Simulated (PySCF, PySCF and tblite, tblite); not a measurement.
# C₄H₆F₂O: conformers and averaged spectra

Which conformers does C₄H₆F₂O (`C/C=C/OC(F)F`) populate, and what do their averaged NMR parameters look like?

Programs: PySCF 2.14.0 with density-fitted response routines of our own, and tblite 0.8.0. All values are computed, except where a source is named. Atoms count from 0 throughout.

## 1. The starting structure

13 atoms, charge 0, multiplicity 1; geometry from: MMFF94s geometry.

Bonds of the start (Å): C0–C1 1.48, C0–H7 1.10, C0–H8 1.10, C0–H9 1.10, C1–C2 1.34, C1–H10 1.10, C2–H11 1.09, C2–O3 1.36, C4–F5 1.35, C4–F6 1.35, C4–H12 1.09, O3–C4 1.44.

## 2. GFN2-xTB relaxation, conformer 1

The job: settings as JSON, then the geometry in Å.

```
{"job": {"xc": "GFN2-xTB", "basis": "xTB", "kind": "relax"}, "charge": 0, "multiplicity": 1}
C     -2.139800    -0.163200     0.253100
C     -0.661400    -0.080600     0.204100
C      0.045000     0.230100    -0.885700
O      1.385700     0.345300    -1.071300
C      2.249900     0.084500     0.048400
F      1.969000     0.945200     1.048400
F      2.066700    -1.173700     0.491400
H     -2.531000     0.552000     0.996900
H     -2.457800    -1.170900     0.544700
H     -2.606000     0.072500    -0.710100
H     -0.153900    -0.309900     1.147500
H     -0.458300     0.455900    -1.829300
H      3.287500     0.213100    -0.255800
```

Run with:

```console
$ OMP_NUM_THREADS=1 python ens_run.py task.json out
```

The driver reads the study from task.json and runs its stages one after another.

Standard output:

```text
step      E/eV     max force
  0    -683.92066    2.884
  1    -684.08001    0.968
  2    -684.09585    0.875
  3    -684.10729    0.244
  4    -684.11057    0.208
  5    -684.11586    0.175
  6    -684.11748    0.124
  7    -684.11894    0.087
  8    -684.11960    0.059
  9    -684.11990    0.039
 10    -684.11990    0.039
 11    -684.11998    0.024
 12    -684.12009    0.030
 13    -684.12016    0.029
 14    -684.12020    0.020
 15    -684.12025    0.016
 16    -684.12028    0.017
 17    -684.12032    0.016
 18    -684.12036    0.016
 19    -684.12040    0.019
 20    -684.12044    0.019
 21    -684.12047    0.018
 22    -684.12049    0.019
 23    -684.12053    0.020
 24    -684.12057    0.016
 25    -684.12060    0.014
 26    -684.12061    0.010
 27    -684.12062    0.008
 28    -684.12063    0.006
 29    -684.12063    0.004
 30    -684.12063    0.003
```

Run time: 0.13 s. Hardware: 1 thread of Arm Neoverse V1, shared host.

Gain 0.200 eV; displacement 0.03 Å root mean square.

**GFN2-xTB relaxation, conformer 2**

The job: settings as JSON, then the geometry in Å.

```
{"job": {"xc": "GFN2-xTB", "basis": "xTB", "kind": "relax"}, "charge": 0, "multiplicity": 1}
C      2.336600     0.311100    -0.203300
C      1.080000    -0.429200    -0.562300
C     -0.135400    -0.048300    -0.197500
O     -1.252600    -0.763200    -0.558400
C     -2.476800    -0.204600    -0.080700
F     -2.449800    -0.101500     1.260700
F     -2.611800     1.050700    -0.597200
H      2.862200     0.612300    -1.110500
H      2.997000    -0.326200     0.391000
H      2.112800     1.217700     0.380700
H      1.204300    -1.349300    -1.130500
H     -0.342400     0.851200     0.374400
H     -3.328500    -0.820200    -0.384100
```

Standard output:

```text
step      E/eV     max force
  0    -683.90767    2.630
  1    -684.03791    0.784
  2    -684.05347    0.412
  3    -684.05871    0.277
  4    -684.06479    0.214
  5    -684.06690    0.181
  6    -684.06894    0.120
  7    -684.07094    0.133
  8    -684.07243    0.095
  9    -684.07322    0.075
 10    -684.07375    0.069
 11    -684.07427    0.074
 12    -684.07471    0.053
 13    -684.07497    0.052
 14    -684.07514    0.042
 15    -684.07533    0.063
 16    -684.07556    0.060
 17    -684.07575    0.033
 18    -684.07575    0.033
 19    -684.07582    0.029
 20    -684.07592    0.026
 21    -684.07598    0.026
 22    -684.07608    0.029
 23    -684.07620    0.028
 24    -684.07629    0.028
 25    -684.07643    0.032
 26    -684.07655    0.029
 27    -684.07665    0.029
 28    -684.07673    0.024
 29    -684.07681    0.027
 30    -684.07691    0.025
 31    -684.07700    0.022
 32    -684.07707    0.022
 33    -684.07711    0.024
 34    -684.07716    0.022
 35    -684.07720    0.018
 36    -684.07724    0.015
 37    -684.07726    0.013
 38    -684.07728    0.010
 39    -684.07728    0.006
 40    -684.07729    0.004
 41    -684.07729    0.004
```

Run time: 0.17 s. Hardware: 1 thread of Arm Neoverse V1, shared host.

Relaxing gained 0.170 eV and moved the atoms by 0.05 Å on average (rms).

**GFN2-xTB relaxation, conformer 3**

The job: settings as JSON, then the geometry in Å.

```
{"job": {"xc": "GFN2-xTB", "basis": "xTB", "kind": "relax"}, "charge": 0, "multiplicity": 1}
C     -2.175800     0.179000    -0.076800
C     -0.695900     0.207200    -0.165100
C      0.082900    -0.850300     0.183200
O      1.434000    -0.959000     0.154400
C      2.190800     0.133400    -0.308600
F      2.079700     1.166200     0.554400
F      3.497100    -0.235900    -0.323600
H     -2.605900     0.384300    -1.059300
H     -2.526500     0.956000     0.612800
H     -2.572200    -0.782300     0.280100
H     -0.260500     1.139100    -0.489400
H     -0.354500    -1.784400     0.537100
H      1.902200     0.447300    -1.316900
```

Standard output:

```text
step      E/eV     max force
  0    -683.85221    2.400
  1    -683.92678    2.176
  2    -683.96334    0.444
  3    -683.96890    0.225
  4    -683.97323    0.156
  5    -683.97501    0.121
  6    -683.97640    0.101
  7    -683.97772    0.127
  8    -683.97870    0.092
  9    -683.97915    0.043
 10    -683.97939    0.046
 11    -683.97964    0.050
 12    -683.97995    0.059
 13    -683.98025    0.056
 14    -683.98050    0.040
 15    -683.98074    0.049
 16    -683.98103    0.061
 17    -683.98134    0.060
 18    -683.98162    0.045
 19    -683.98186    0.046
 20    -683.98208    0.045
 21    -683.98233    0.045
 22    -683.98261    0.055
 23    -683.98289    0.056
 24    -683.98314    0.052
 25    -683.98340    0.051
 26    -683.98367    0.056
 27    -683.98397    0.047
 28    -683.98432    0.055
 29    -683.98474    0.049
 30    -683.98522    0.062
 31    -683.98572    0.067
 32    -683.98612    0.045
 33    -683.98634    0.028
 34    -683.98634    0.028
 35    -683.98640    0.021
 36    -683.98646    0.023
 37    -683.98647    0.018
 38    -683.98649    0.013
 39    -683.98651    0.008
 40    -683.98651    0.007
 41    -683.98652    0.007
 42    -683.98652    0.009
 43    -683.98653    0.010
 44    -683.98654    0.010
 45    -683.98654    0.011
 46    -683.98655    0.009
 47    -683.98656    0.012
 48    -683.98658    0.016
 49    -683.98659    0.013
 50    -683.98660    0.007
 51    -683.98660    0.007
 52    -683.98661    0.008
 53    -683.98661    0.008
 54    -683.98662    0.005
 55    -683.98662    0.004
 56    -683.98662    0.006
 57    -683.98663    0.009
 58    -683.98663    0.007
 59    -683.98664    0.005
 60    -683.98664    0.005
 61    -683.98664    0.006
 62    -683.98665    0.007
 63    -683.98665    0.004
 64    -683.98665    0.003
```

It took 0.3 s on 1 thread of Arm Neoverse V1, shared host.

Gain 0.134 eV; displacement 0.09 Å root mean square.

## 3. DFT optimisation, conformer 1: PBE0-D3(BJ)/def2-SVP

The job: settings as JSON, then the geometry in Å.

```
{"job": {"kind": "geom", "xc": "PBE0", "basis": "def2-SVP", "d3": "d3bj", "grid": 1, "maxiter": 40}, "charge": 0, "multiplicity": 1}
C     -2.142786    -0.159101     0.247704
C     -0.653996    -0.086179     0.217627
C      0.020769     0.228847    -0.871700
O      1.405931     0.330099    -1.027322
C      2.209411     0.094103     0.009836
F      1.984489     0.921244     1.064264
F      2.077470    -1.158974     0.518776
H     -2.533998     0.540287     0.985106
H     -2.459471    -1.159089     0.540362
H     -2.566893     0.076666    -0.724280
H     -0.158656    -0.309130     1.150911
H     -0.441884     0.457099    -1.819243
H      3.255226     0.224615    -0.309769
```

Standard output:

```text
step   0  E = -430.15118483  max force = 0.022411
step   1  E = -430.15289897  max force = 0.011278
step   2  E = -430.15324875  max force = 0.003395
step   3  E = -430.15329998  max force = 0.001795
step   4  E = -430.15329414  max force = 0.002191
step   5  E = -430.15332603  max force = 0.000962
step   6  E = -430.15332658  max force = 0.000886
step   7  E = -430.15333868  max force = 0.000322
optimisation converged
```

Wall time 46 s (1 thread of Arm Neoverse V1, shared host); peak memory 0.49 GiB.

Gain 0.059 eV; displacement 0.05 Å root mean square.

## 4. DFT optimisation, conformer 2: PBE0-D3(BJ)/def2-SVP

The job: settings as JSON, then the geometry in Å.

```
{"job": {"kind": "geom", "xc": "PBE0", "basis": "def2-SVP", "d3": "d3bj", "grid": 1, "maxiter": 40}, "charge": 0, "multiplicity": 1}
C      2.333177     0.302385    -0.208893
C      1.072331    -0.417230    -0.542369
C     -0.124712    -0.001290    -0.175101
O     -1.273048    -0.726148    -0.521570
C     -2.433849    -0.223624    -0.105106
F     -2.498117    -0.095713     1.247128
F     -2.663047     1.032235    -0.573504
H      2.857906     0.579530    -1.122191
H      2.992500    -0.346345     0.366167
H      2.130494     1.200325     0.368108
H      1.160337    -1.327487    -1.116563
H     -0.299613     0.897351     0.399397
H     -3.258748    -0.873501    -0.433333
```

Standard output:

```text
step   0  E = -430.15324996  max force = 0.020676
step   1  E = -430.15506645  max force = 0.009372
step   2  E = -430.15521017  max force = 0.003400
step   3  E = -430.15524236  max force = 0.003139
step   4  E = -430.15526207  max force = 0.001908
step   5  E = -430.15529543  max force = 0.000508
step   6  E = -430.15529953  max force = 0.000535
step   7  E = -430.15530450  max force = 0.000715
step   8  E = -430.15531187  max force = 0.000425
optimisation converged
```

Run time: 50 s. Hardware: 1 thread of Arm Neoverse V1, shared host; peak memory 0.53 GiB.

Relaxing gained 0.056 eV and moved the atoms by 0.14 Å on average (rms).

## 5. DFT optimisation, conformer 3: PBE0-D3(BJ)/def2-SVP

The job: settings as JSON, then the geometry in Å.

```
{"job": {"kind": "geom", "xc": "PBE0", "basis": "def2-SVP", "d3": "d3bj", "grid": 1, "maxiter": 40}, "charge": 0, "multiplicity": 1}
C     -2.169092     0.169072    -0.104998
C     -0.677963     0.216341    -0.095782
C      0.068345    -0.827107     0.221715
O      1.450031    -0.898593     0.258016
C      2.152982     0.105394    -0.299178
F      2.181585     1.215063     0.486669
F      3.426170    -0.294074    -0.417618
H     -2.545724     0.397773    -1.101196
H     -2.569029     0.916723     0.578079
H     -2.530226    -0.811135     0.192276
H     -0.239173     1.168587    -0.357081
H     -0.339750    -1.781396     0.516951
H      1.787457     0.423839    -1.295637
```

Standard output:

```text
step   0  E = -430.15185464  max force = 0.023286
step   1  E = -430.15354553  max force = 0.007079
step   2  E = -430.15292064  max force = 0.009690
step   3  E = -430.15387276  max force = 0.002616
step   4  E = -430.15390684  max force = 0.002637
step   5  E = -430.15397081  max force = 0.000966
step   6  E = -430.15398956  max force = 0.000529
step   7  E = -430.15399435  max force = 0.000117
optimisation converged
```

Wall time 45 s (1 thread of Arm Neoverse V1, shared host); peak memory 0.53 GiB.

The energy fell by 0.058 eV, and the atoms moved 0.07 Å (root mean square).

## 6. Shieldings, conformer 1: PBE0/pcSseg-1 in chloroform

The job: settings as JSON, then the geometry in Å.

```
{"job": {"xc": "PBE0", "basis": "pcSseg-1", "solvent": "chloroform", "kind": "nmr", "pop": true}, "charge": 0, "multiplicity": 1}
C     -2.153612    -0.229957     0.221130
C     -0.667338    -0.094220     0.233374
C      0.024796     0.326807    -0.825149
O      1.383991     0.489117    -0.950797
C      2.237193     0.120322     0.033675
F      2.020369     0.810300     1.168796
F      2.114027    -1.182850     0.341768
H     -2.619663     0.416755     0.983009
H     -2.461677    -1.263072     0.452479
H     -2.581188     0.038021    -0.756613
H     -0.145873    -0.358314     1.156681
H     -0.454586     0.606486    -1.766337
H      3.260434     0.319079    -0.320744
```

Standard output:

```text
coarse grid: 11328 points
cycle   1  E = -430.2488419234  dE =  1.018e+00  |g| = 8.273e-01  |ddm| = 3.087e+00
cycle   2  E = -430.1728685033  dE =  7.597e-02  |g| = 1.098e+00  |ddm| = 9.127e-01
cycle   3  E = -430.3667039199  dE = -1.938e-01  |g| = 5.099e-02  |ddm| = 5.195e-01
cycle   4  E = -430.3670228566  dE = -3.189e-04  |g| = 3.131e-02  |ddm| = 5.099e-02
cycle   5  E = -430.3672012479  dE = -1.784e-04  |g| = 8.928e-03  |ddm| = 2.389e-02
cycle   6  E = -430.3672140605  dE = -1.281e-05  |g| = 3.410e-03  |ddm| = 7.494e-03
cycle   7  E = -430.3672167687  dE = -2.708e-06  |g| = 3.228e-04  |ddm| = 2.696e-03
final grid: 111480 points
cycle   8  E = -430.4326756654  dE = -3.956e-05  |g| = 1.013e-02  |ddm| = 2.376e-02
cycle   9  E = -430.4326576671  dE =  1.800e-05  |g| = 1.429e-02  |ddm| = 1.422e-02
cycle  10  E = -430.4326948887  dE = -3.722e-05  |g| = 1.544e-03  |ddm| = 8.839e-03
cycle  11  E = -430.4326954035  dE = -5.149e-07  |g| = 2.934e-04  |ddm| = 1.207e-03
cycle  12  E = -430.4326954171  dE = -1.353e-08  |g| = 1.209e-04  |ddm| = 2.384e-04
cycle  13  E = -430.4326954199  dE = -2.886e-09  |g| = 1.952e-05  |ddm| = 8.496e-05
cycle  14  E = -430.4326954200  dE = -7.697e-11  |g| = 8.082e-06  |ddm| = 1.774e-05
converged SCF energy = -430.4326954200

GIAO shielding tensors (ppm)
atom      isotropic    diamagn.    paramagn.     s11        s22        s33       span
  0 C      168.727     246.351     -77.624    156.322    163.884    185.975     29.654
  1 C       69.546     260.275    -190.729    -30.474     79.111    160.000    190.474
  2 C       41.886     253.435    -211.549    -59.051     91.413     93.297    152.348
  3 O      171.134     397.113    -225.979    112.462    164.896    236.046    123.584
  4 C       65.214     233.239    -168.025     51.618     70.202     73.822     22.204
  5 F      280.966     475.876    -194.909    183.413    314.759    344.728    161.315
  6 F      284.696     475.752    -191.056    184.102    316.167    353.820    169.718
  7 H       29.395      27.860       1.535     25.068     27.239     35.877     10.808
  8 H       29.413      27.971       1.442     25.095     27.322     35.820     10.725
  9 H       29.702      28.856       0.846     26.042     28.520     34.545      8.503
 10 H       25.649      34.012      -8.363     21.968     24.432     30.548      8.580
 11 H       25.137      31.120      -5.983     21.714     25.934     27.764      6.050
 12 H       24.911      24.399       0.513     21.802     22.435     30.498      8.697
```

Run time: 19 s. Hardware: 1 thread of Arm Neoverse V1, shared host; peak memory 0.84 GiB.

This run: HOMO -6.93 eV, LUMO 0.58 eV; dipole 0.89 D.

The fields below are evaluated on a grid from the run's orbitals.

Frontier orbitals at PBE0/pcSseg-1, with the share of their density that lies nearest to each atom:

| orbital | energy (eV) | lies on |
| --- | --- | --- |
| HOMO | -6.93 | C1, C2 about 31 % each; O3 16 % |
| LUMO | 0.58 | C1, C2 about 31 % each; H10, H11 about 9 % each |

ELF in a plane through or near 9 of the atoms.

Ten even steps from ' ' (0.00) to '@' (1.00):
```
                                                        
                                                        
                                                        
                                                        
                            ..                          
                          %%@@##                        
                        ::@@@@@@::    ..                
                        ::@@@@@@==..::==--..            
        ++++==------::  ..##@@==**##==++**::            
      ::@@@@@@%%==..--    ==--%%==%%++::++::            
      ==@@@@@@@@::==##==--**%%==**##--**##==            
      ::@@@@@@%%--##++####::--**::--%%@@@@@@--          
        --##--  ::%%==****::**##..  %%@@@@@@++          
                ==%%%%++..%%@@@@##  ::@@@@%%::          
                --****..  %%@@@@@@    ::--..            
                  ::..    ##@@@@@@                      
                          --####::                      
                                                        
                                                        
                                                        
```
The map spans 11.8 Å across and 9.0 Å up, centred on the molecule. Atoms in the plane (x, y in Å): C0 (2.2, 0.2), C1 (0.7, 0.2), C2 (-0.1, -0.9), O3 (-1.4, -1.0), C4 (-2.2, 0.1), H9 (2.5, -0.9), H10 (0.2, 1.2), H11 (0.4, -1.9), H12 (-3.3, -0.2).

On the surface of density 0.002 e/bohr³ the electrostatic potential runs, from the 1st to the 99th percentile, from -0.80 V near F6 to 1.48 V near H12.

## 7. Shieldings, conformer 2: PBE0/pcSseg-1 in chloroform

The job: settings as JSON, then the geometry in Å.

```
{"job": {"xc": "PBE0", "basis": "pcSseg-1", "solvent": "chloroform", "kind": "nmr", "pop": false}, "charge": 0, "multiplicity": 1}
C      2.333719     0.269885    -0.275521
C      1.052880    -0.448616    -0.533326
C     -0.127260    -0.043249    -0.072679
O     -1.266963    -0.775406    -0.314577
C     -2.449112    -0.166988    -0.071289
F     -2.536486     0.244157     1.210295
F     -2.602880     0.933279    -0.831027
H      2.817358     0.576839    -1.217616
H      3.054980    -0.374737     0.253895
H      2.178829     1.172579     0.334079
H      1.078046    -1.367630    -1.129294
H     -0.264803     0.857520     0.532604
H     -3.255280    -0.884563    -0.285244
```

Standard output:

```text
coarse grid: 11328 points
cycle   1  E = -430.2480532932  dE =  1.020e+00  |g| = 8.394e-01  |ddm| = 3.090e+00
cycle   2  E = -430.1596488433  dE =  8.840e-02  |g| = 1.135e+00  |ddm| = 9.815e-01
cycle   3  E = -430.3695186053  dE = -2.099e-01  |g| = 5.400e-02  |ddm| = 5.718e-01
cycle   4  E = -430.3698291552  dE = -3.105e-04  |g| = 3.866e-02  |ddm| = 6.109e-02
cycle   5  E = -430.3701459558  dE = -3.168e-04  |g| = 9.594e-03  |ddm| = 3.038e-02
cycle   6  E = -430.3701633638  dE = -1.741e-05  |g| = 3.049e-03  |ddm| = 7.991e-03
cycle   7  E = -430.3701655395  dE = -2.176e-06  |g| = 2.440e-04  |ddm| = 2.260e-03
final grid: 111480 points
cycle   8  E = -430.4352528516  dE = -3.579e-05  |g| = 1.031e-02  |ddm| = 2.407e-02
cycle   9  E = -430.4352366254  dE =  1.623e-05  |g| = 1.418e-02  |ddm| = 1.352e-02
cycle  10  E = -430.4352727313  dE = -3.611e-05  |g| = 1.429e-03  |ddm| = 8.002e-03
cycle  11  E = -430.4352731589  dE = -4.277e-07  |g| = 2.891e-04  |ddm| = 1.100e-03
cycle  12  E = -430.4352731716  dE = -1.270e-08  |g| = 1.237e-04  |ddm| = 2.473e-04
cycle  13  E = -430.4352731748  dE = -3.106e-09  |g| = 2.368e-05  |ddm| = 9.313e-05
cycle  14  E = -430.4352731749  dE = -1.176e-10  |g| = 8.161e-06  |ddm| = 2.079e-05
converged SCF energy = -430.4352731749

GIAO shielding tensors (ppm)
atom      isotropic    diamagn.    paramagn.     s11        s22        s33       span
  0 C      169.609     246.594     -76.985    156.647    166.595    185.584     28.937
  1 C       68.841     255.966    -187.125    -34.210     82.345    158.388    192.598
  2 C       43.028     257.946    -214.918    -61.155     84.315    105.924    167.079
  3 O      169.818     397.879    -228.060    110.769    173.877    224.809    114.040
  4 C       66.498     233.213    -166.715     51.025     71.922     76.547     25.522
  5 F      282.367     474.434    -192.068    178.061    306.972    362.067    184.006
  6 F      275.333     473.647    -198.314    179.804    294.338    351.856    172.051
  7 H       29.380      27.394       1.986     25.217     27.034     35.891     10.674
  8 H       29.391      27.474       1.918     25.177     26.995     36.002     10.825
  9 H       29.593      29.592       0.001     25.683     28.965     34.131      8.448
 10 H       25.666      31.536      -5.870     23.236     24.744     29.018      5.781
 11 H       24.456      33.500      -9.044     21.111     22.425     29.832      8.721
 12 H       25.063      24.777       0.286     21.994     22.790     30.406      8.412
```

Run time: 13 s. Hardware: 1 thread of Arm Neoverse V1, shared host; peak memory 0.85 GiB.

Key values: HOMO -6.93 eV, LUMO 0.59 eV; dipole 0.98 D.

[end of part 1 of 2]
